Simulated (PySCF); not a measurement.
# C3H13F4OP, a solvent cluster: NMR shifts, part 2 of 2

PySCF 2.14.0. Atoms count from 0, parts from 1. The steps go on from the part before.

### Step 5. Nuclear shieldings: 1400 fs

The job: settings as JSON, then the geometry in Å.

```
{"job": {"kind": "nmr", "xc": "PBE0", "basis": "pcSseg-1", "pop": false}, "charge": 0, "multiplicity": 1, "parts": [{"atoms": "0-13", "charge": 0, "multiplicity": 1}, {"atoms": "14-15", "charge": 0, "multiplicity": 1}, {"atoms": "16-17", "charge": 0, "multiplicity": 1}, {"atoms": "18-19", "charge": 0, "multiplicity": 1}, {"atoms": "20-21", "charge": 0, "multiplicity": 1}]}
C     -2.113940     0.088195     0.157281
P     -1.362780     1.516746    -0.544108
C     -1.488821     2.839977     0.692910
C      0.344712     1.033008    -0.637810
O     -1.915518     1.780818    -1.934153
H     -2.781815     0.395529     0.909021
H     -1.427450    -0.691235     0.452378
H     -2.809588    -0.309932    -0.571716
H     -2.264052     3.493303     0.350447
H     -1.412781     2.780174     1.785956
H     -0.582692     3.409704     0.460598
H      0.553657     0.333753    -1.379050
H      0.841956     0.668788     0.238035
H      0.896023     1.920881    -0.935151
F     -0.142757    -1.516545    -2.391924
H     -0.533255    -0.851836    -3.022509
F     -0.018004    -3.287593     0.120712
H     -0.149389    -2.852520    -0.723212
F     -1.216896     0.374578    -3.714342
H     -1.567210     0.775983    -2.826848
F      1.296366    -2.185774     2.302834
H      0.883857    -2.922678     1.882586
```

Method: GIAO PBE0/pcSseg-1 NMR shielding, non-relativistic, gas phase.

The log of the run:

```text
coarse grid: 18376 points
cycle   1  E = -936.9925373990  dE =  5.255e-01  |g| = 1.238e+00  |ddm| = 3.715e+00
cycle   2  E = -936.7144767107  dE =  2.781e-01  |g| = 1.792e+00  |ddm| = 2.437e+00
cycle   3  E = -937.2350121353  dE = -5.205e-01  |g| = 3.118e-01  |ddm| = 1.831e+00
cycle   4  E = -937.2535386989  dE = -1.853e-02  |g| = 5.541e-02  |ddm| = 2.798e-01
cycle   5  E = -937.2539424852  dE = -4.038e-04  |g| = 1.764e-02  |ddm| = 3.841e-02
cycle   6  E = -937.2539941313  dE = -5.165e-05  |g| = 5.071e-03  |ddm| = 1.357e-02
cycle   7  E = -937.2539984108  dE = -4.279e-06  |g| = 1.117e-03  |ddm| = 3.453e-03
final grid: 173016 points
cycle   8  E = -937.3359797237  dE = -8.347e-05  |g| = 1.179e-02  |ddm| = 3.443e-02
cycle   9  E = -937.3359490876  dE =  3.064e-05  |g| = 1.735e-02  |ddm| = 2.158e-02
cycle  10  E = -937.3360062085  dE = -5.712e-05  |g| = 2.656e-03  |ddm| = 1.494e-02
cycle  11  E = -937.3360074691  dE = -1.261e-06  |g| = 2.586e-04  |ddm| = 2.145e-03
cycle  12  E = -937.3360074748  dE = -5.655e-09  |g| = 1.733e-04  |ddm| = 2.489e-04
cycle  13  E = -937.3360074793  dE = -4.550e-09  |g| = 2.670e-05  |ddm| = 1.094e-04
cycle  14  E = -937.3360074794  dE = -1.389e-10  |g| = 6.836e-06  |ddm| = 2.691e-05
converged SCF energy = -937.3360074794

GIAO shielding tensors (ppm)
atom      isotropic    diamagn.    paramagn.     s11        s22        s33       span
  0 C      170.844     257.439     -86.596    143.251    167.196    202.083     58.833
  1 P      300.539     968.109    -667.570    227.014    250.756    423.847    196.833
  2 C      174.162     253.524     -79.361    153.871    168.512    200.104     46.233
  3 C      171.585     261.949     -90.364    156.704    163.700    194.351     37.647
  4 O      230.745     395.045    -164.301    149.662    233.106    309.465    159.803
  5 H       31.094      32.497      -1.402     26.532     29.974     36.776     10.244
  6 H       30.031      36.245      -6.214     25.594     27.843     36.655     11.061
  7 H       30.443      31.943      -1.499     27.298     28.674     35.358      8.060
  8 H       30.727      25.859       4.868     26.285     28.104     37.792     11.507
  9 H       29.503      30.148      -0.646     25.393     26.470     36.644     11.251
 10 H       30.485      30.543      -0.059     25.673     29.819     35.962     10.289
 11 H       30.356      37.698      -7.342     25.450     27.701     37.919     12.469
 12 H       30.948      37.099      -6.152     27.179     27.976     37.688     10.508
 13 H       31.037      33.528      -2.491     27.183     28.660     37.268     10.085
 14 F      402.978     473.049     -70.071    350.948    383.558    474.428    123.480
 15 H       21.030      26.890      -5.860      7.168     11.985     43.935     36.767
 16 F      416.546     469.680     -53.134    370.831    383.214    495.592    124.761
 17 H       25.896      29.342      -3.446     15.769     18.636     43.284     27.515
 18 F      365.310     475.904    -110.594    294.031    344.454    457.445    163.415
 19 H       17.641      20.536      -2.895      0.360      5.083     47.480     47.121
 20 F      406.745     469.484     -62.739    359.636    372.107    488.493    128.857
 21 H       27.214      29.904      -2.690     17.471     21.552     42.619     25.148
```

It took 31 s on 1 thread of AMD EPYC 9R45, shared host; peak memory 1.1 GiB.

In short: δ C0 16.1, C3 15.3, C2 12.8, P1 17.8, H19 14.08, H15 10.69 ppm.

### Step 6. NMR shieldings: 1700 fs

The job: settings as JSON, then the geometry in Å.

```
{"job": {"kind": "nmr", "xc": "PBE0", "basis": "pcSseg-1", "pop": false}, "charge": 0, "multiplicity": 1, "parts": [{"atoms": "0-13", "charge": 0, "multiplicity": 1}, {"atoms": "14-15", "charge": 0, "multiplicity": 1}, {"atoms": "16-17", "charge": 0, "multiplicity": 1}, {"atoms": "18-19", "charge": 0, "multiplicity": 1}, {"atoms": "20-21", "charge": 0, "multiplicity": 1}]}
C     -1.302629     0.719682     0.572339
P     -0.758947     2.247184    -0.312902
C     -1.416180     3.617674     0.629391
C      1.027207     2.320970    -0.483195
O     -1.292766     2.278779    -1.736140
H     -0.607033     0.289692     1.250891
H     -1.603360     0.045176    -0.219694
H     -2.274890     1.045367     1.102781
H     -2.437232     3.398101     0.287753
H     -1.266032     3.590097     1.725005
H     -0.878660     4.484551     0.085570
H      1.303312     1.587590    -1.190893
H      1.539196     2.141280     0.488425
H      1.341588     3.306497    -0.919246
F     -0.461310    -0.494664    -1.787162
H     -0.566124     0.082691    -2.565779
F     -0.191067    -2.810225    -0.375155
H     -0.810397    -2.217562    -0.727156
F     -1.103248     1.147572    -3.844390
H     -1.082007     1.814076    -3.043953
F      2.047131    -2.895088     1.118419
H      1.382470    -2.973137     0.498523
```

Method: GIAO PBE0/pcSseg-1 NMR shielding, non-relativistic, gas phase.

The log of the run:

```text
coarse grid: 18376 points
cycle   1  E = -936.9950323301  dE =  3.855e-01  |g| = 1.230e+00  |ddm| = 3.626e+00
cycle   2  E = -936.7107026941  dE =  2.843e-01  |g| = 1.790e+00  |ddm| = 2.481e+00
cycle   3  E = -937.2338262283  dE = -5.231e-01  |g| = 3.023e-01  |ddm| = 1.908e+00
cycle   4  E = -937.2508057954  dE = -1.698e-02  |g| = 5.628e-02  |ddm| = 2.715e-01
cycle   5  E = -937.2512188175  dE = -4.130e-04  |g| = 1.816e-02  |ddm| = 3.696e-02
cycle   6  E = -937.2512714329  dE = -5.262e-05  |g| = 5.435e-03  |ddm| = 1.370e-02
cycle   7  E = -937.2512761684  dE = -4.736e-06  |g| = 9.663e-04  |ddm| = 3.348e-03
final grid: 173016 points
cycle   8  E = -937.3353379928  dE = -6.947e-05  |g| = 1.147e-02  |ddm| = 2.531e-02
cycle   9  E = -937.3353144026  dE =  2.359e-05  |g| = 1.621e-02  |ddm| = 1.984e-02
cycle  10  E = -937.3353618263  dE = -4.742e-05  |g| = 2.294e-03  |ddm| = 1.319e-02
cycle  11  E = -937.3353627597  dE = -9.334e-07  |g| = 2.653e-04  |ddm| = 1.965e-03
cycle  12  E = -937.3353627661  dE = -6.435e-09  |g| = 1.608e-04  |ddm| = 2.275e-04
cycle  13  E = -937.3353627702  dE = -4.103e-09  |g| = 2.533e-05  |ddm| = 1.028e-04
cycle  14  E = -937.3353627703  dE = -1.128e-10  |g| = 5.750e-06  |ddm| = 2.323e-05
converged SCF energy = -937.3353627703

GIAO shielding tensors (ppm)
atom      isotropic    diamagn.    paramagn.     s11        s22        s33       span
  0 C      160.750     259.272     -98.522    139.995    155.326    186.929     46.934
  1 P      279.564     969.596    -690.032    205.198    250.336    383.159    177.960
  2 C      158.290     262.117    -103.827    145.721    154.696    174.454     28.733
  3 C      165.587     259.604     -94.018    149.757    158.297    188.705     38.949
  4 O      231.917     399.302    -167.385    154.026    256.733    284.993    130.968
  5 H       30.285      36.915      -6.629     27.112     27.895     35.848      8.735
  6 H       28.397      36.378      -7.981     22.833     27.074     35.284     12.451
  7 H       29.101      31.834      -2.733     24.747     28.491     34.065      9.318
  8 H       29.348      27.841       1.507     25.807     28.666     33.571      7.764
  9 H       29.287      30.297      -1.010     25.618     27.093     35.150      9.532
 10 H       28.264      25.040       3.224     24.065     26.727     33.999      9.935
 11 H       30.234      37.251      -7.016     26.079     29.897     34.726      8.647
 12 H       29.951      33.650      -3.698     26.233     27.122     36.499     10.266
 13 H       29.264      28.990       0.274     25.952     26.664     35.176      9.224
 14 F      380.077     474.422     -94.344    326.223    371.683    442.326    116.103
 15 H       22.912      30.466      -7.555     10.032     15.875     42.827     32.795
 16 F      420.756     468.574     -47.818    385.080    387.700    489.489    104.409
 17 H       27.146      31.315      -4.169     17.536     19.764     44.138     26.602
 18 F      372.854     476.803    -103.949    288.743    334.505    495.313    206.570
 19 H       17.926      25.121      -7.195      2.359      6.193     45.226     42.867
 20 F      421.319     468.967     -47.648    387.950    390.179    485.828     97.878
 21 H       27.657      32.030      -4.374     16.258     18.072     48.639     32.381
```

It took 32 s on 1 thread of AMD EPYC 9R45, shared host; peak memory 1.1 GiB.

In short: δ C2 28.6, C0 26.2, C3 21.3, P1 38.8, H19 13.79, H15 8.81 ppm.

### Step 7. NMR shieldings: 2000 fs

The job: settings as JSON, then the geometry in Å.

```
{"job": {"kind": "nmr", "xc": "PBE0", "basis": "pcSseg-1", "pop": false}, "charge": 0, "multiplicity": 1, "parts": [{"atoms": "0-13", "charge": 0, "multiplicity": 1}, {"atoms": "14-15", "charge": 0, "multiplicity": 1}, {"atoms": "16-17", "charge": 0, "multiplicity": 1}, {"atoms": "18-19", "charge": 0, "multiplicity": 1}, {"atoms": "20-21", "charge": 0, "multiplicity": 1}]}
C     -2.162389     1.203888     0.592727
P     -1.266600     2.344102    -0.548682
C     -1.457208     4.023567     0.024667
C      0.467572     1.797778    -0.518976
O     -1.974247     2.448984    -1.939834
H     -1.868162     0.216358     0.392122
H     -3.229901     1.255819     0.443721
H     -1.779352     1.515529     1.553221
H     -2.508772     4.201027     0.092456
H     -0.951745     4.192680     1.006814
H     -0.965919     4.719338    -0.580242
H      0.579790     1.001231    -1.315394
H      0.556174     1.270594     0.493025
H      1.192253     2.558438    -0.592595
F     -0.637354    -1.509073    -3.185412
H     -0.870740    -1.035175    -3.990358
F     -0.204374    -1.970087    -0.546396
H     -0.515709    -2.005276    -1.479514
F     -1.219652     0.991183    -3.779790
H     -1.641897     1.534627    -3.061046
F      0.873170    -2.433276     1.725768
H      0.303474    -2.366812     0.950550
```

Method: GIAO PBE0/pcSseg-1 NMR shielding, non-relativistic, gas phase.

The log of the run:

```text
coarse grid: 18376 points
cycle   1  E = -936.9759993527  dE =  3.112e-01  |g| = 1.260e+00  |ddm| = 3.618e+00
cycle   2  E = -936.5095148298  dE =  4.665e-01  |g| = 2.027e+00  |ddm| = 3.275e+00
cycle   3  E = -937.2197305114  dE = -7.102e-01  |g| = 4.178e-01  |ddm| = 2.736e+00
cycle   4  E = -937.2522861346  dE = -3.256e-02  |g| = 5.707e-02  |ddm| = 3.698e-01
cycle   5  E = -937.2526703053  dE = -3.842e-04  |g| = 1.929e-02  |ddm| = 3.836e-02
cycle   6  E = -937.2527385542  dE = -6.825e-05  |g| = 5.892e-03  |ddm| = 1.578e-02
cycle   7  E = -937.2527446254  dE = -6.071e-06  |g| = 1.068e-03  |ddm| = 4.513e-03
final grid: 173016 points
cycle   8  E = -937.3360662596  dE = -7.392e-05  |g| = 1.060e-02  |ddm| = 2.721e-02
cycle   9  E = -937.3360372122  dE =  2.905e-05  |g| = 1.623e-02  |ddm| = 2.128e-02
cycle  10  E = -937.3360881755  dE = -5.096e-05  |g| = 2.770e-03  |ddm| = 1.550e-02
cycle  11  E = -937.3360896104  dE = -1.435e-06  |g| = 1.798e-04  |ddm| = 2.412e-03
cycle  12  E = -937.3360896147  dE = -4.333e-09  |g| = 9.867e-05  |ddm| = 1.660e-04
cycle  13  E = -937.3360896160  dE = -1.355e-09  |g| = 2.572e-05  |ddm| = 6.151e-05
cycle  14  E = -937.3360896161  dE = -1.062e-10  |g| = 3.687e-06  |ddm| = 1.806e-05
converged SCF energy = -937.3360896161

GIAO shielding tensors (ppm)
atom      isotropic    diamagn.    paramagn.     s11        s22        s33       span
  0 C      165.395     261.627     -96.232    140.824    164.590    190.772     49.948
  1 P      265.313     964.241    -698.928    196.924    218.420    380.593    183.669
  2 C      170.445     255.584     -85.139    151.945    166.322    193.066     41.121
  3 C      166.562     263.221     -96.659    154.425    159.608    185.652     31.227
  4 O      209.159     395.842    -186.683    120.853    227.909    278.715    157.863
  5 H       30.775      38.793      -8.018     26.491     29.290     36.544     10.053
  6 H       30.194      30.756      -0.562     26.528     27.587     36.465      9.937
  7 H       30.991      34.019      -3.028     27.494     29.094     36.384      8.889
  8 H       30.233      26.746       3.487     26.263     28.266     36.170      9.907
  9 H       30.294      29.807       0.488     26.140     27.861     36.882     10.741
 10 H       30.850      28.567       2.282     27.024     28.597     36.928      9.905
 11 H       28.207      35.421      -7.214     24.786     25.980     33.855      9.069
 12 H       29.169      36.654      -7.485     25.700     27.742     34.065      8.365
 13 H       30.696      33.372      -2.677     26.394     28.531     37.162     10.768
 14 F      408.091     469.775     -61.684    348.497    390.073    485.703    137.206
 15 H       24.943      28.882      -3.939     15.052     20.674     39.104     24.052
 16 F      412.431     471.582     -59.151    363.168    374.211    499.915    136.746
 17 H       23.463      27.977      -4.514     12.287     15.342     42.760     30.472
 18 F      404.220     474.807     -70.587    344.665    372.326    495.669    151.003
 19 H       19.450      25.975      -6.525      3.289      6.569     48.492     45.203
 20 F      404.261     470.136     -65.875    361.408    364.103    487.273    125.865
 21 H       25.080      28.935      -3.855     13.575     14.888     46.776     33.202
```

It took 33 s on 1 thread of AMD EPYC 9R45, shared host; peak memory 1.1 GiB.

In short: δ C0 21.5, C3 20.4, C2 16.5, P1 53.1, H19 12.27, H17 8.25 ppm.

### Step 8. Side by side: NMR shifts

Shifts (ppm) of some atoms, chosen among heavy atoms and hydrogens apart, with basis size and wall time:

| frame | H19 | H15 | P1 | O4 | F18 | F14 | F20 | functions | time |
| --- | --- | --- | --- | --- | --- | --- | --- | --- | --- |
| 500 fs | 9.72 | 7.13 | 31.7 | 108.3 | -225.3 | -251.9 | -259.8 | 225 | 40 s |
| 800 fs | 8.79 | 4.01 | 40.3 | 111.8 | -239.7 | -240.6 | -197.0 | 225 | 32 s |
| 1100 fs | 13.90 | 8.99 | 17.4 | 109.8 | -206.5 | -235.9 | -222.8 | 225 | 31 s |
| 1400 fs | 14.08 | 10.69 | 17.8 | 105.3 | -194.4 | -232.0 | -235.8 | 225 | 31 s |
| 1700 fs | 13.79 | 8.81 | 38.8 | 104.2 | -201.9 | -209.1 | -250.4 | 225 | 32 s |
| 2000 fs | 12.27 | 6.77 | 53.1 | 126.9 | -233.3 | -237.1 | -233.3 | 225 | 33 s |

### Step 9. Results

What follows sums up all 2 parts.

| quantity | value |
| --- | --- |
| 13C shifts against TMS (PBE0/pcSseg-1, 500 fs) | 32.3, 28.0, 20.9 ppm |
| 1H shifts against TMS (PBE0/pcSseg-1, 500 fs) | 9.72, 7.13, 4.68, 3.91, 3.50, 2.80, 2.48, 1.83, 1.81, 1.58, 1.56, 1.33, 1.27 ppm |
| 31P shifts against H3PO4 (PBE0/pcSseg-1, 500 fs) | 31.7 ppm |
| 17O shifts against H2O (PBE0/pcSseg-1, 500 fs) | 108.3 ppm |
| 19F shifts against CFCl3 (PBE0/pcSseg-1, 500 fs) | -225.3, -240.9, -251.9, -259.8 ppm |
| range of the shift of F20 | -259.8 to -197.0 ppm |

Shifts at one fixed geometry are not the observed spectrum, which averages over the motion. In the first frame run (500 fs): The largest span, 225 ppm, is at P1, where the paramagnetic term is -682 ppm. In ppm, F20 moves most: its shift spreads over 62.8 ppm, from -259.8 (500 fs) to -197.0 (800 fs).
